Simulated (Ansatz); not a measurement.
# K3Pd: the cost of one run

Computed with Ansatz 0.2.0, driven from Python. Level of theory: DFT LDA, plane waves, PAW.

## (1) Starting point

K3Pd Pm-3m: Symmetry: Pm-3m, No. 221, cubic system. The conventional cell has a = 5.445 Å, b = 5.445 Å, c = 5.445 Å, α = 90.00°, β = 90.00°, γ = 90.00°. Around K (site symmetry 4/mmm) lie 8 K at 3.85 Å and 4 Pd at 3.85 Å. Around Pd (site symmetry m-3m) lie 12 K at 3.85 Å.

K2Pd P4/mmm: The structure is tetragonal, space group P4/mmm (No. 123). The conventional cell has a = 5.667 Å, b = 5.667 Å, c = 3.665 Å, α = 90.00°, β = 90.00°, γ = 90.00°. K (site symmetry mmm) has 4 Pd at 3.37 Å and 2 K at 3.67 Å as nearest neighbours. Around Pd (site symmetry 4/mmm) lie 8 K at 3.37 Å and 2 Pd at 3.67 Å.

K Im-3m: Symmetry: Im-3m, No. 229, cubic system. The conventional cell has a = 5.225 Å, b = 5.225 Å, c = 5.225 Å, α = 90.00°, β = 90.00°, γ = 90.00°.

Pd Fm-3m: Symmetry: Fm-3m, No. 225, cubic system. Conventional cell: a = 3.893 Å, b = 3.893 Å, c = 3.893 Å, α = 90.00°, β = 90.00°, γ = 90.00°. Pd (site symmetry m-3m) is surrounded by 12 Pd at 2.75 Å.

The script holds or builds the structure itself.

## (2) Script

The input, k3pd.py:

```python
"""Convex hull of a few K-Pd phases, after relaxing cells and atoms."""

from collections import Counter
import warnings

import ansatz as az
import numpy as np

PHASES = {
    "K3Pd Pm-3m": (
        [[5.44501, 0.0, 0.0], [0.0, 5.44501, 0.0], [0.0, 0.0, 5.44501]],
        [
            ("K", [0.5, 0.5, 0.0]),
            ("K", [0.5, 0.0, 0.5]),
            ("K", [0.0, 0.5, 0.5]),
            ("Pd", [0.0, 0.0, 0.0]),
        ],
    ),
    "K2Pd P4/mmm": (
        [[5.66709, 0.0, 0.0], [0.0, 5.66709, 0.0], [0.0, 0.0, 3.66532]],
        [
            ("K", [0.0, 0.5, 0.5]),
            ("K", [0.5, 0.0, 0.5]),
            ("Pd", [0.0, 0.0, 0.0]),
        ],
    ),
    "K": (
        [[-2.6125, 2.6125, 2.6125], [2.6125, -2.6125, 2.6125], [2.6125, 2.6125, -2.6125]],
        [
            ("K", [0.0, 0.0, 0.0]),
        ],
    ),
    "Pd": (
        [[0.0, 1.9465, 1.9465], [1.9465, 0.0, 1.9465], [1.9465, 1.9465, 0.0]],
        [
            ("Pd", [0.0, 0.0, 0.0]),
        ],
    ),
}


def build(vectors, sites):
    crystal = az.Crystal(lattice=az.Lattice.of(vectors))
    for symbol, position in sites:
        crystal = crystal.atom(symbol, position)
    return crystal


def compute(name, crystal):
    calc = crystal.calculation()
    calc = calc.functional("lda")
    calc = calc.basis(450)
    calc = calc.kpoints(spacing=0.14)
    calc = calc.occupations("fermi_dirac", width=0.1)
    calc = calc.relax(force_tolerance=0.02, max_steps=60, cell=True)
    return calc.run(threads=1, backend="cpu")


def counts(outcome):
    return Counter(site.symbol for site in outcome.lattice.sites)

def formation_energy(outcome, mu):
    n = counts(outcome)
    return (outcome.report["energy_sigma0_ev"] - sum(k * mu[element] for element, k in n.items())) / sum(n.values())


def main() -> None:
    warnings.simplefilter("ignore", az.DeckWarning)

    phases = {name: build(*cell) for name, cell in PHASES.items()}

    done = {}
    for name, crystal in phases.items():
        done[name] = compute(name, crystal)
        print(f"{name}: {done[name].report['energy_sigma0_ev']:.4f} eV, {len(done[name].lattice.sites)} atoms")

    # chemical potentials of the elements at zero temperature
    references = {"K": "K", "Pd": "Pd"}
    mu = {element: done[name].report["energy_sigma0_ev"] / len(done[name].lattice.sites) for element, name in references.items()}
    points = sorted((counts(o)["Pd"] / len(o.lattice.sites), formation_energy(o, mu), name) for name, o in done.items())

    # lower hull by a monotone chain
    hull = []
    for x, e, _ in points:
        while len(hull) > 1 and (hull[-1][0] - hull[-2][0]) * (e - hull[-2][1]) - (hull[-1][1] - hull[-2][1]) * (x - hull[-2][0]) <= 0:
            hull.pop()
        hull.append((x, e))
    rows = [(name, x, e, e - np.interp(x, *zip(*hull))) for x, e, name in points]
    print("     phase       x(Pd)  E_form (eV/atom)  above hull (eV/atom)")
    for row in rows:
        print(f"{str(row[0]):>10}  {row[1]:10.3f}  {row[2]:16.4f}  {row[3]:20.4f}")
    print("on the hull of these phases:", ", ".join(row[0] for row in rows if row[3] < 1e-6))


if __name__ == "__main__":
    main()
```

## (3) The input behind the calls

The engine receives this input (first run):

```yaml
crystal:
  lattice:
    - [5.44501, 0.0, 0.0]
    - [0.0, 5.44501, 0.0]
    - [0.0, 0.0, 5.44501]
  atoms:
    - { symbol: K, position: [0.5, 0.5, 0.0] }
    - { symbol: K, position: [0.5, 0.0, 0.5] }
    - { symbol: K, position: [0.0, 0.5, 0.5] }
    - { symbol: Pd, position: [0.0, 0.0, 0.0] }
basis:
  ecutwfc: 450.0
kpoints:
  mp_grid:
    kspacing: 0.14
hamiltonian:
  xc: lda
scf:
  occupations:
    method: fermi_dirac
    width: 0.1
relax:
  f_tol: 0.02
  max_steps: 60
  cell: {}
```

## (4) Launch

Started as:

```sh
$ python k3pd.py
```

**Question.** How long does this script take on 1 thread of Intel Xeon 6975P-C (Granite Rapids), shared host, and how much memory does it need?

About 84 s, with a peak of 0.62 GiB.
